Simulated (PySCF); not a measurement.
# Pb₂Cl⁺: singlet, from a bent start

The task is one start of a wider search on Pb₂Cl⁺: the singlet, from a bent start. It is relaxed, tested by its Hessian and followed downhill if it is a saddle.

Method: PBE0, basis Cl def2-TZVP, Pb def2-TZVP with ECP60, scalar-relativistic core potentials, no spin–orbit coupling, density fitting; program: PySCF 2.14.0.

## 1. The system as given

3 atoms, charge 1, spin multiplicity 1.

Bond lengths: Cl1–Pb2 2.381 Å, Cl1–Pb3 2.381 Å. Angles: Pb2–Cl1–Pb3 110.0°.

```xyz
3
charge 1 multiplicity 1
Cl    0.0000    0.0000   -1.2600
Pb    1.9507    0.0000    0.1059
Pb   -1.9507    0.0000    0.1059
```

## 2. Relaxing the singlet from the bent start

One driver script runs all steps and calls PySCF; scf.py shows how it sets up the SCF of each step. The optimiser is the driver's own. Before each start the driver seeks the lowest SCF state from one or more starting densities and follows internal instabilities, so scf.py alone need not reach the same state.

The program finds C2v symmetry in the start, which this walk keeps. Threshold on the gradient: 0.0003 Eh/bohr, with a further test on the energy change.

scf.py

```python
from pyscf import gto, scf, dft
mol = gto.M(atom='''
Cl     0.000000     0.000000    -1.259975
Pb     1.950700    -0.000000     0.105925
Pb    -1.950700     0.000000     0.105925''',
    basis={'Cl': 'def2-TZVP', 'Pb': 'def2-TZVP'},
    ecp={'Pb': 'def2-TZVP'},
    charge=1, spin=0)
mf = dft.RKS(mol, xc='PBE0')
mf.grids.atom_grid = (50, 194)
aux = {'Cl': 'def2-universal-JKFIT', 'Pb': 'def2-universal-JKFIT'}
mf = mf.density_fit(auxbasis=aux)
mf.kernel()
```

The optimiser's trace:

| step | energy (Eh) | change (kJ/mol) | largest symmetric gradient (Eh/bohr) |
| --- | --- | --- | --- |
| 0 | -845.589506 | 0.00 | 0.07938 |
| 1 | -845.619218 | -78.01 | 0.03052 |
| 2 | -845.636836 | -124.26 | 0.02384 |
| 3 | -845.644912 | -145.47 | 0.01879 |
| 4 | -845.647098 | -151.21 | 0.01620 |
| 5 | -845.649037 | -156.30 | 0.00542 |
| 6 | -845.649190 | -156.70 | 0.00094 |
| 7 | -845.649196 | -156.71 | 0.00004 |

The walk needed 32 s of wall time on 8 threads, shared host.

End point (C2v, 7 steps, 156.7 kJ/mol gained): Cl–Pb 2.627 Å (×2), Pb–Pb 3.127 Å; Cl–Pb–Pb 53.5° (×2), Pb–Cl–Pb 73.0°.

## 3. Hessian and properties

On the finer grid the gradient is checked again; gradients at displacements of ±0.01 bohr then give force constants and infrared intensities.

scf.py: that of step 2 with these lines changed.

```diff
@@ -3,3 +3,3 @@
-Cl     0.000000     0.000000    -1.259975
-Pb     1.950700    -0.000000     0.105925
-Pb    -1.950700     0.000000     0.105925''',
+Cl    -0.000000     0.000000    -1.947486
+Pb     1.563411    -0.000000     0.163674
+Pb    -1.563411     0.000000     0.163674''',
@@ -10 +10 @@
-mf.grids.atom_grid = (50, 194)
+mf.grids.atom_grid = (75, 302)
```

The driver hands on the density of the step before, so the log starts near convergence.

Log of the central SCF (cycles and frontier levels):

```text
init E= -845.649385552004
  HOMO = -0.367274456618893  LUMO = -0.29429107089541  gap/eV = 1.98598
cycle= 1 E= -845.649385551978  delta_E= 2.59e-11  |g|= 1.28e-05  |ddm|= 1.92e-05
  HOMO = -0.367273750606271  LUMO = -0.294290680123416  gap/eV = 1.98597
cycle= 2 E= -845.649385551901  delta_E= 7.73e-11  |g|= 2.18e-05  |ddm|= 3.28e-05
  HOMO = -0.367274155325071  LUMO = -0.294290883772318  gap/eV = 1.98598
cycle= 3 E= -845.649385552018  delta_E= -1.18e-10  |g|= 6.32e-07  |ddm|= 2.07e-05
  HOMO = -0.367274178615416  LUMO = -0.294290908079873  gap/eV = 1.98598
cycle= 4 E= -845.649385552017  delta_E= 1.36e-12  |g|= 1.76e-08  |ddm|= 4.86e-07
  HOMO = -0.367274177338922  LUMO = -0.294290907289281  gap/eV = 1.98598
Extra cycle  E= -845.649385552022  delta_E= -4.77e-12  |g|= 2.28e-08  |ddm|= 3.75e-08
converged SCF energy = -845.649385552022
```

The whole step took 44 s.

Geometry: C2v; Cl–Pb 2.627 Å (×2), Pb–Pb 3.127 Å; Cl–Pb–Pb 53.5° (×2), Pb–Cl–Pb 73.0°.

Harmonic modes (main isotopes):

```tsv
symmetry	ω (cm⁻¹)	IR (km/mol)
a1	113	0.1
b2	178	6.2
a1	279	30.7
```

No imaginary mode, so this is a minimum.

Properties at this point:

| Property | Result |
| --- | --- |
| Dipole moment about the centre of mass | 2.26 D |
| Highest occupied level | -9.99 eV |
| Lowest empty level | -8.01 eV |
| Rotational constants | 0.1173, 0.01658, 0.01453 cm⁻¹ |
| Zero-point energy | 3.4 kJ/mol |
| Principal polarisabilities | 51.7, 80.8, 154.8 bohr³ |
| Principal traceless quadrupole moments about the centre of mass | -10.96, -1.72, 12.68 D Å |
| Entropy at 298.15 K and 1 bar | 336.3 J/(mol K) |
| Heat capacity Cp at 298.15 K | 56.4 J/(mol K) |
| Enthalpy at 298.15 K above 0 K | 14.52 kJ/mol |
| Rotational symmetry number | 2 |

Populations by atom (charges in e):

```
 atom  Mulliken  Löwdin  polar tensor  Mayer order to Cl1
  Cl1     -0.26    0.15         -0.48                   –
Pb2,3      0.63    0.43          0.74                0.65
```

Outer orbital energies (eV). occupied: -28.51, -26.95, -19.33, -18.08, -14.06, -14.03, -13.93, -9.99; empty: -8.01, -6.96, -6.17, -5.93.

Mulliken populations on Cl1: s 5.97, p 11.25, d 0.04, f 0.00.

## 4. Would spin polarisation lower it?

At the lowest minimum the closed shell is tested against spin polarisation, on the (50, 194) grid. It is unstable: an open-shell solution lies lower. That solution was not followed to a minimum here.

## 5. Outcome

| quantity | value |
| --- | --- |
| minimum | singlet, C2v (closed shell, unstable towards spin polarisation) |
| geometry | Cl–Pb 2.627 Å (×2), Pb–Pb 3.127 Å; Cl–Pb–Pb 53.5° (×2), Pb–Cl–Pb 73.0° |
| wavenumbers (cm⁻¹) | 113 (a1), 178 (b2), 279 (a1) |
| dipole moment (centre of mass) | 2.26 D |
| highest occupied, lowest empty level | -9.99, -8.01 eV |
| polar-tensor charge of Cl1 | -0.48 e |
| zero-point energy | 3.4 kJ/mol |

The molecule stays C2v, as typed, and the end point is a minimum. The strongest infrared band lies at 279 cm⁻¹ (a1). Other starts or spin states, not run here, may lie lower. The closed shell proved unstable towards spin polarisation, so a lower open-shell solution exists. Spin–orbit coupling, left out here, can matter for elements this heavy.

The search up to here took 90 s.
